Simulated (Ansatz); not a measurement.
**C₄H₂F₈: a ladder of functionals and wavefunction methods**

Aim: compute C₄H₂F₈ with functionals from several rungs and with coupled cluster. The yardstick is the atomisation energy at the CCSD(T) limit.

Method: functionals in def2-TZVPP, the program's frozen cores in correlated methods; program: Ansatz 0.2.0, Gaussian basis.

Plan: LDA (SPW92), PBE-D4, revPBE-D4, BLYP-D4, r2SCAN-D4, B97M-V, PBE0-D4, B3LYP-D4, r2SCANh-D4, r2SCAN0-D4, HSE06-D4, BHLYP-D4, CAM-B3LYP-D4, LC-ωPBE, ωB97X-V, ωB97M-V, B2PLYP, PBE-QIDH; CCSD(T)/def2-SVP; CCSD(T)/def2-TZVPP; MP2/def2-QZVPP; extrapolation to the limit; RPA on PBE.

**1. The geometry**

An earlier PBE0-D4 in a triple-zeta def2 set relaxation fixed the geometry.

SMILES `FC(F)C(F)(F)C(F)C(F)(F)F`, 14 atoms, charge 0, spin multiplicity 1.

Atoms are counted from 1 here; the program's logs count them from 0.

Bond lengths: F1–C2 1.350 Å, C2–F3 1.340 Å, C2–C4 1.537 Å, C2–H13 1.092 Å, C4–F5 1.346 Å, C4–F6 1.346 Å, C4–C7 1.534 Å, C7–F8 1.360 Å, C7–C9 1.529 Å, C7–H14 1.094 Å, C9–F10 1.326 Å, C9–F11 1.329 Å, C9–F12 1.340 Å. Angles: F1–C2–F3 108.6°, F1–C2–C4 108.8°, F1–C2–H13 109.5°, F3–C2–C4 108.5°, F3–C2–H13 109.2°, C4–C2–H13 112.0°, C2–C4–F5 107.7°, C2–C4–F6 108.4°, C2–C4–C7 115.3°, F5–C4–F6 108.0°, F5–C4–C7 110.6°, F6–C4–C7 106.5°, C4–C7–F8 107.9°, C4–C7–C9 115.9°, C4–C7–H14 108.2°, F8–C7–C9 107.7°, F8–C7–H14 109.6°, C9–C7–H14 107.5° and more.

**2. LDA**

This LDA is Slater exchange with PW92 correlation.

The input, in.yaml:

```yaml
crystal:
  periodic: [false, false, false]
  atoms:
    - {symbol: F, position_ang: [-0.302017, -0.235305, 2.197238]}
    - {symbol: C, position_ang: [0.102759, 0.820832, 1.459855]}
    - {symbol: F, position_ang: [-0.246333, 1.947254, 2.096933]}
    - {symbol: C, position_ang: [-0.617961, 0.784032, 0.102659]}
    - {symbol: F, position_ang: [-0.113375, 1.774223, -0.656743]}
    - {symbol: F, position_ang: [-1.923533, 1.040375, 0.306681]}
    - {symbol: C, position_ang: [-0.546803, -0.555341, -0.641679]}
    - {symbol: F, position_ang: [-1.263869, -0.433646, -1.790960]}
    - {symbol: C, position_ang: [0.854968, -1.036485, -1.018067]}
    - {symbol: F, position_ang: [1.497341, -0.180632, -1.801017]}
    - {symbol: F, position_ang: [0.768301, -2.199657, -1.654428]}
    - {symbol: F, position_ang: [1.588276, -1.224322, 0.087401]}
    - {symbol: H, position_ang: [1.188722, 0.792355, 1.348020]}
    - {symbol: H, position_ang: [-0.999176, -1.322784, -0.007193]}
basis:
  gaussian: {orbitals: def2-TZVPP}
hamiltonian: {xc: lda}
output: {orbitals: {seedname: orbitals}}
```

Started as:

```
$ ansatz run in.yaml --threads 4 --pin off --events-out ev --progress --plain --max-ram 46080MiB --backend cuda --devices 0, --max-vram 37GiB
```

Further steps of the session: PBE-D4 (GGA); revPBE-D4 (GGA); BLYP-D4 (GGA); r2SCAN-D4 (meta-GGA); B97M-V (meta-GGA); B3LYP-D4 (hybrid); r2SCANh-D4 (hybrid); r2SCAN0-D4 (hybrid); HSE06-D4 (hybrid); BHLYP-D4 (hybrid); CAM-B3LYP-D4 (range-separated); LC-ωPBE (range-separated); ωB97X-V (range-separated); ωB97M-V (range-separated); B2PLYP (double hybrid); PBE-QIDH (double hybrid); CCSD(T) in def2-SVP; CCSD(T) in def2-TZVPP; MP2 in def2-QZVPP; RPA on PBE orbitals.

**Question.** What will the summary of the whole plan be? Wanted: atomisation energy, CCSD(T)/CBS; farthest beyond LDA; mean size of error, GGA; mean size of error, meta-GGA; mean size of error, hybrid; mean size of error, range-separated; mean size of error, double hybrid; gap, smallest and largest; T1 diagnostic.

The runs gave:

```
                               quantity                                      value
        atomisation energy, CCSD(T)/CBS                              5809.2 kJ/mol
 functionals within 29.0 kJ/mol (0.5 %)               B97M-V, r2SCANh-D4, PBE-QIDH
                    farthest beyond LDA                   BHLYP-D4 (-366.1 kJ/mol)
                mean size of error, GGA                               130.7 kJ/mol
           mean size of error, meta-GGA                                36.8 kJ/mol
             mean size of error, hybrid                               115.9 kJ/mol
    mean size of error, range-separated                                55.2 kJ/mol
      mean size of error, double hybrid                                48.2 kJ/mol
              gap, smallest and largest  7.53 eV (LDA (SPW92)), 15.92 eV (LC-ωPBE)
                          T1 diagnostic                                     0.0121
triples share of the correlation energy                                      3.2 %
```

What this shows: LDA overbinds by 1343.2 kJ/mol (23 %). PBE-D4 is off by +308.8 kJ/mol. Double hybrids carry the basis error of their MP2 part in triple zeta, and no dispersion term here, so their miss is partly the set-up's. By mean error the best rung here is meta-GGA (36.8 kJ/mol) and the worst beyond LDA is GGA (130.7 kJ/mol). hybrid functionals lie within the reference's doubt of that worst mean (115.9 kJ/mol), so those two tie. The gap between the best rungs is small, so their order is not settled. Misses under about 29.0 kJ/mol are within the doubt on the reference itself, which lacks core-valence correlation, relativity and higher excitations. Hartree-Fock recovers 68 % of the binding; the rest is correlation. CCSD(T) in def2-SVP is off by -262.4 kJ/mol, more than most functionals: a good method in a small basis is no reference. Orbital gaps span 7.5 to 15.9 eV; exact exchange widens them.
